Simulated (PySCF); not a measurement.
# SrLi: the SCF solver's settings

Do solver options change the result for SrLi, or only the number of cycles?

Program: PySCF 2.14.0. Level of theory: method and basis as typed in the scripts. These are calculated values, not measurements.

3 further runs of the same task are left out: 1 for a known fault of the program, 2 that didn't finish.

## Step 1: The starting structure

SrLi: 2 atoms, charge 0, spin multiplicity 2.

Bond lengths: Sr1–Li2 2.995 Å.

## Step 2: Base script

input.py

```python
from pyscf import gto, scf, mp

mol = gto.M(
    atom='Sr 0 0 0; Li 0 0 2.995',
    basis='def2-tzvp',
    ecp={'Sr': 'def2-tzvp'},
    charge=0,
    spin=1,
    verbose=4,
)
mf = scf.UHF(mol)
mf.kernel()
mp.MP2(mf).kernel()
mf.dip_moment()
print('orbital energies (hartree):', [e[max(0, n-3):n+3].round(4) for e, n in zip(mf.mo_energy, mol.nelec)])
```

Launch:

```console
$ python input.py
```

Its log is not repeated here.

In short: E(SCF) = -37.769136 Eh, 15 cycles, E(MP2) − E(SCF) = -0.19731 Eh, ⟨S²⟩ = 0.865, μ = 0.17 D (of the SCF density).

The bond length is a typed value, not an optimised one.

## Step 3: Smearing width 0.005 hartree

Variant 1 changes smearing width: none → 0.005 hartree; step after the SCF: mp2 → none.

input.py

```python
from pyscf import gto, scf

mol = gto.M(
    atom='Sr 0 0 0; Li 0 0 2.995',
    basis='def2-tzvp',
    ecp={'Sr': 'def2-tzvp'},
    charge=0,
    spin=1,
    verbose=4,
)
mf = scf.UHF(mol)
mf = scf.addons.smearing_(mf, sigma=0.005, method='fermi')
mf.kernel()
mf.dip_moment()
print('orbital energies (hartree):', [e[max(0, n-3):n+3].round(4) for e, n in zip(mf.mo_energy, mol.nelec)])
```

Launch:

```console
$ python input.py
```

## Step 4: Convergence threshold 1e-11 hartree

Variant 2 changes convergence threshold: default → 1e-11 hartree.

Edit input.py of step 2 so:

```diff
@@ -11,2 +11,3 @@
 mf = scf.UHF(mol)
+mf.conv_tol = 1e-11
 mf.kernel()
```

## Step 5: Smearing width 0.001 hartree

Variant 3 changes smearing width: none → 0.001 hartree; step after the SCF: mp2 → none.

Edit input.py of step 2 so:

```diff
@@ -1,2 +1,2 @@
-from pyscf import gto, scf, mp
+from pyscf import gto, scf
 
@@ -11,4 +11,4 @@
 mf = scf.UHF(mol)
+mf = scf.addons.smearing_(mf, sigma=0.001, method='fermi')
 mf.kernel()
-mp.MP2(mf).kernel()
 mf.dip_moment()
```

Before running it: what results should come out? Wanted: for each run, E(SCF); from base; gap, α spin; SCF dipole; after the SCF.

**Answer**, as computed:

```
                                run  E(SCF) (hartree)  from base (eV)  cycles  gap, α spin (eV)  SCF dipole (D)              after the SCF
                               base        -37.769136               0      15              4.58            0.17  MP2 correlation -5.369 eV
       smearing width 0.005 hartree        -37.724211  not comparable      10               n/a            0.66                        n/a
convergence threshold 1e-11 hartree        -37.769136          0.0000      17              4.58            0.17  MP2 correlation -5.369 eV
       smearing width 0.001 hartree        -37.724211  not comparable      10               n/a            0.66                        n/a
```

Distance from each run's final energy (log10 hartree) by cycle:

```
                                run  cycle 1  cycle 2  cycle 3  cycle 5  cycle 8  cycle 12
                               base     -1.6     -2.3     -2.5     -3.2     -4.8      -7.2
       smearing width 0.005 hartree     -1.6     -2.7     -3.3     -4.4     -8.7      done
convergence threshold 1e-11 hartree     -1.6     -2.3     -2.5     -3.2     -4.8      -7.2
       smearing width 0.001 hartree     -1.6     -2.7     -3.3     -4.4     -8.7      done
```

What this shows: The SCF energy stays the same, to the digits that matter, with convergence threshold 1e-11 hartree.
